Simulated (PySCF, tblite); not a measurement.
# CH₅O₄PSSi (triplet), a small gas-phase stand-in for a defect centre: EPR parameters

Aim: the EPR parameters of `O=P(O)(O)O[C]S[SiH3]`. It is drawn as: twofold C.

Computed with tblite 0.8.0 and PySCF 2.14.0; each step states its level. No surroundings beyond the atoms listed, unless a continuum is named. Atoms count from 0, parts from 1.

### Step 1. Starting point

13 atoms, charge 0, multiplicity 3; geometry: distance geometry start.

### Step 2. Relaxing the cluster with GFN2-xTB

The job: settings as JSON, then the geometry in Å.

```
{"job": {"kind": "relax", "xc": "GFN2-xTB", "basis": "xTB"}, "charge": 0, "multiplicity": 3}
C      0.321704     0.290197     0.393713
S      1.694044     1.236049     0.124744
Si     3.274048    -0.120308     0.670482
O     -0.748584    -0.421462     0.598354
P     -2.023288    -0.203829    -0.376746
O     -1.802893    -0.468204    -1.833750
O     -3.189005    -1.059133     0.241718
O     -2.543261     1.274120    -0.107435
H      3.117067    -0.479839     2.115449
H      4.592489     0.557708     0.476376
H      3.207964    -1.348792    -0.173712
H     -3.922105    -1.144858    -0.396662
H     -2.005543     1.942791    -0.582155
```

With the program's defaults for keys left out, this is: GFN2-xTB geometry optimisation, gas phase.

On the command line:

```console
OMP_NUM_THREADS=1 python cluster_run.py task.json out
```

The driver reads the jobs from task.json and runs them one after another.

**Question.** The jobs that follow are: PBE0-D3(BJ)/def2-SVP geometry optimisation, gas phase; UKS B3LYP, IGLO-III on C O P S Si, pcH-1 on H, non-relativistic, mean-field spin-orbit, GIAO; UKS BHandHLYP, IGLO-III on C O P S Si, pcH-1 on H, non-relativistic, mean-field spin-orbit, GIAO. Predict: point group; rotational constants (main isotopes); D, E (B3LYP); g(iso) (B3LYP); ⟨S²⟩; largest a(iso).

As calculated:

| quantity | value |
| --- | --- |
| point group | C1 |
| rotational constants (main isotopes) | 2.33, 0.79, 0.71 GHz |
| D, E (B3LYP) | 0.853, 0.089 cm⁻¹ |
| g(iso) (B3LYP) | 2.00246 |
| ⟨S²⟩ | 2.008 (exact 2.00) |
| largest a(iso) | 13C on C0, 385.6 MHz |

**Reading.** The start of the PBE0/def2-SVP relaxation was shaken at random by about 0.01 Å, so part of the energy gained, and of the first lengths quoted, undoes that. Relaxing lowered the energy by 0.347 eV in 21 steps; the close pair that moved most is C0–S1, from 1.645 to 1.714 Å (PBE0/def2-SVP). C0 carries the largest spin population, 1.58 e. The isotropic g lies 0.1 ppt above the free-electron value. The coupling of 13C on C0 runs from 385.6 (B3LYP/IGLO-III+pcH-1) to 418.5 MHz (BHandHLYP/IGLO-III+pcH-1). The triplet was assumed; the singlet may lie lower. A capped cluster stands for the solid here, so long-range fields and strain are missing, and bands or shifts of the capping hydrogens have no counterpart in it.
